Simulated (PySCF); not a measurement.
**A diatomic session: KNa+**

An exercise on one series of results from a longer session: the logs are not shown, and one member is left open.

Method: K pcseg-1, Na pcseg-1, no relativity; program: PySCF 2.14.0.

The first run:

A driver script around PySCF takes these settings:

```json
{
 "atoms": "K, Na",
 "charge": "1",
 "basis": "K pcseg-1, Na pcseg-1",
 "Hamiltonian": "no relativity",
 "basis functions": "34",
 "electrons treated": "29",
 "masses in u": "38.9637, 22.9898",
 "levels": "PBE0, PBE, r²SCAN, MN15, LDA, B3LYP, HSE06, HF, MP2, SCS-MP2, CCSD, CCSD(T)",
 "grid": "80 radial by 434 angular points",
 "occupations": "held fixed by the projection of orbital angular momentum",
 "dissociation limit": "K+ + Na, each in its ground configuration",
 "starting distance in angstrom": "3.620",
 "values of 2S to try": "1, 3"
}
```

Started as:

```
$ OMP_NUM_THREADS=1 python dia.py task.json out
```

Among the steps run: Set-up; The PBE0 curve of the state that the search chose; PBE (GGA); r²SCAN (meta-GGA); MN15; LDA (local density); B3LYP; HSE06 (range-separated hybrid); UHF; Correlated methods on the Hartree–Fock reference.

One table of the session follows, with a row left open; its other results are not shown here.

It belongs to the step «Constants by level of theory». 

```
      level  Re (Å)  ωe (cm⁻¹)  De (eV)
        UHF   4.218       93.5    0.492
    UHF-MP2   4.153       97.1     0.56
UHF-SCS-MP2   4.161       96.7     0.55
   UHF-CCSD       ?          ?        ?
UHF-CCSD(T)   4.151       97.1     0.56
        LDA   4.007       87.0     0.63
        PBE   4.116       84.1     0.61
     r²SCAN   4.073       91.4     0.56
      B3LYP   4.093       85.0     0.56
       PBE0   4.100       89.6     0.60
      HSE06   4.102       88.5     0.59
       MN15   3.789       85.2    0.342
```

**Question.** Estimate the row for UHF-CCSD.

As computed: Re (Å): 4.153; ωe (cm⁻¹): 97.0; De (eV): 0.56.

De is counted to K+ + Na in their ground configurations.
